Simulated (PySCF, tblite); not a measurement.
**C5H14BNS: geometry, infrared bands and NMR shifts**

Wanted: the infrared bands and NMR shifts of C5H14BNS (`CS[B@@H-]([NH3+])C1CCC1`), by calculation.

Programs: tblite 0.8.0 and PySCF 2.14.0, with density-fitted response routines of our own. Each step states its level of theory. These are calculated values for one molecule in the gas phase, unless marked as measured. Atoms are numbered from 0 throughout.

### 1 Starting geometry

22 atoms, charge 0, multiplicity 1; geometry from: force field or distance geometry start.

Bonds of the start (Å): C0–S1 1.83, S1–B2 1.89, B2–N3 1.50, B2–C4 1.56, C4–C5 1.52, C5–C6 1.53, C6–C7 1.53, C7–C4 1.52, C0–H8 1.11, C0–H9 1.10, C0–H10 1.10, B2–H11 1.20, N3–H12 1.04, N3–H13 1.06, N3–H14 1.04, C4–H15 1.11, C5–H16 1.10, C5–H17 1.12, C6–H18 1.10, C6–H19 1.09, C7–H20 1.11, C7–H21 1.10.

### 2 Relaxing the molecule with GFN2-xTB

The job: settings as JSON, then the geometry in Å.

```
{"job": {"kind": "relax", "xc": "GFN2-xTB", "basis": "xTB"}, "charge": 0, "multiplicity": 1}
C      3.195400     1.250600     0.717200
S      1.777300     0.290300     1.354200
B      0.752100    -0.393700    -0.074600
N      0.628800    -1.883300     0.039100
C     -0.596400     0.382500    -0.226600
C     -1.644600     0.229300     0.863900
C     -2.597500     0.632200    -0.258300
C     -1.670400    -0.229000    -1.110100
H      3.184500     1.241800    -0.394500
H      4.158500     0.840000     1.051700
H      3.102700     2.304700     1.024400
H      1.400100    -0.180300    -1.057400
H     -0.135000    -2.258700    -0.563700
H      0.487400    -2.166600     1.050100
H      1.510000    -2.335800    -0.282000
H     -0.536500     1.464400    -0.471700
H     -1.559400     0.942500     1.698500
H     -1.876900    -0.830400     1.135100
H     -2.432300     1.691800    -0.494900
H     -3.619700     0.281300    -0.145300
H     -1.906300    -1.293300    -0.883500
H     -1.632300     0.039300    -2.174800
```

Run with:

```sh
$ OMP_NUM_THREADS=1 python probes_run.py task.json out
```

This one command runs all jobs of the session in turn.

**Question.** This job is followed by: GFN2-xTB harmonic vibrations, gas phase; GIAO PBE0/pcSseg-1 NMR shielding, non-relativistic, gas phase. Predict these results of the whole session: strongest single infrared mode (GFN2-xTB); zero-point energy (GFN2-xTB); 13C shifts against TMS (PBE0/pcSseg-1); 1H shifts against TMS (PBE0/pcSseg-1, means over atoms taken as alike); 33S shifts against CS2 (PBE0/pcSseg-1); 11B shifts against BF3·OEt2 (PBE0/pcSseg-1); 15N shifts against NH3 (PBE0/pcSseg-1).

**Answer**, as computed:

| quantity | value |
| --- | --- |
| strongest single infrared mode (GFN2-xTB) | 1247 cm⁻¹, 230 km/mol |
| zero-point energy (GFN2-xTB) | 119.1 kcal/mol |
| 13C shifts against TMS (PBE0/pcSseg-1) | 23.5, 22.5, 22.1, 20.8, 15.8 ppm |
| 1H shifts against TMS (PBE0/pcSseg-1, means over atoms taken as alike) | 3.42, 2.86, 2.55, 2.43, 2.18, 2.09, 1.93, 1.67, 1.21, 1.20 ppm |
| 33S shifts against CS2 (PBE0/pcSseg-1) | -184 ppm |
| 11B shifts against BF3·OEt2 (PBE0/pcSseg-1) | -9.9 ppm |
| 15N shifts against NH3 (PBE0/pcSseg-1) | 44.0 ppm |

In words: Relaxing lowered the energy by 1.405 eV in 121 steps; the close pair that moved most is B2–N3, from 1.499 to 1.622 Å. No mode is imaginary among the 60: a minimum at this level. GFN2-xTB is a fitted tight-binding method: band positions and strengths are rough. Its intensities can rank the bands wrongly. At PBE0/pcSseg-1: The widest tensor belongs to S1: span 306 ppm, with a paramagnetic part of -372 ppm.
